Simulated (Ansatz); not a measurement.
**CHOSbSe: a ladder of functionals and wavefunction methods**

The task here is to estimate one member of a computed series from the others.

Computed with Ansatz 0.2.0, Gaussian basis. Level: functionals in def2-TZVPP, the program's frozen cores in correlated methods.

Plan: LDA (SPW92), PBE-D4, revPBE-D4, BLYP-D4, r2SCAN-D4, B97M-V, PBE0-D4, B3LYP-D4, r2SCANh-D4, r2SCAN0-D4, HSE06-D4, BHLYP-D4, CAM-B3LYP-D4, LC-ωPBE, ωB97X-V, ωB97M-V, B2PLYP, PBE-QIDH; CCSD(T)/def2-SVP; CCSD(T)/def2-TZVPP; MP2/def2-QZVPP; extrapolation to the limit; RPA on PBE.

### Structure used throughout

An earlier PBE0-D4 in a triple-zeta def2 set relaxation fixed the geometry. Sb takes the def2 core potential; no spin-orbit term is included.

5 atoms, charge 0, spin multiplicity 1.

Atoms are counted from 1 here; the program's logs count them from 0.

Bond lengths: O1–C2 1.176 Å, C2–Se3 1.912 Å, C2–Sb4 2.203 Å, Se3–Sb4 2.616 Å, Sb4–H5 1.717 Å. Angles: O1–C2–Se3 137.2°, O1–C2–Sb4 144.2°, Se3–C2–Sb4 78.6°, C2–Se3–Sb4 55.6°, C2–Sb4–Se3 45.7°, C2–Sb4–H5 91.7°, Se3–Sb4–H5 94.4°.

As a file:

```
O     0.9222   -1.6169    0.7130
C     0.1730   -0.7618    0.4136
Se   -1.5945   -0.6326   -0.3030
Sb   -0.1058    1.4220    0.3355
H     0.6550    1.5156   -1.2006
```

The first run:

File in.yaml:

```yaml
crystal:
  periodic: [false, false, false]
  atoms:
    - {symbol: O, position_ang: [0.922222, -1.616947, 0.713034]}
    - {symbol: C, position_ang: [0.172955, -0.761785, 0.413597]}
    - {symbol: Se, position_ang: [-1.594513, -0.632603, -0.303000]}
    - {symbol: Sb, position_ang: [-0.105802, 1.422027, 0.335546]}
    - {symbol: H, position_ang: [0.655038, 1.515607, -1.200577]}
basis:
  gaussian: {orbitals: def2-TZVPP}
hamiltonian: {xc: lda}
output: {orbitals: {seedname: orbitals}}
```

The run is started by

```
$ ansatz run in.yaml --threads 2 --pin off --events-out ev --progress --plain --max-ram 4352MiB
```

Steps of the session up to this table: LDA; PBE-D4 (GGA); revPBE-D4 (GGA); BLYP-D4 (GGA); r2SCAN-D4 (meta-GGA); B97M-V (meta-GGA); PBE0-D4 (hybrid); B3LYP-D4 (hybrid); r2SCANh-D4 (hybrid); r2SCAN0-D4 (hybrid); HSE06-D4 (hybrid); BHLYP-D4 (hybrid); CAM-B3LYP-D4 (range-separated); LC-ωPBE (range-separated); ωB97X-V (range-separated); ωB97M-V (range-separated); B2PLYP (double hybrid); PBE-QIDH (double hybrid).

One table of the session follows, with a row left open; its other results are not shown here.

It belongs to the step «Orbital energies across the functionals». 

```
  functional  HOMO (eV)  LUMO (eV)  gap (eV)
 LDA (SPW92)      -5.82      -3.35      2.47
      PBE-D4      -5.62      -3.12      2.50
   revPBE-D4      -5.55      -3.04      2.52
     BLYP-D4      -5.46      -3.02      2.44
   r2SCAN-D4      -5.86      -3.05      2.81
      B97M-V      -5.78      -2.96      2.82
     PBE0-D4      -6.66      -2.47      4.19
    B3LYP-D4      -6.45      -2.67      3.78
  r2SCANh-D4      -6.24      -2.81      3.44
  r2SCAN0-D4      -6.82      -2.44      4.38
    HSE06-D4      -6.28      -2.83      3.45
    BHLYP-D4      -7.56      -1.75      5.81
CAM-B3LYP-D4          ?          ?         ?
     LC-ωPBE      -8.93      -0.56      8.36
     ωB97X-V      -8.65      -0.62      8.04
     ωB97M-V      -8.56      -0.73      7.83
```

Q: Estimate the row for CAM-B3LYP-D4 from the others.

The run gave: HOMO (eV): -7.78; LUMO (eV): -1.57; gap (eV): 6.21. In the column «HOMO (eV)» it lies between ωB97M-V (-8.56) and BHLYP-D4 (-7.56).
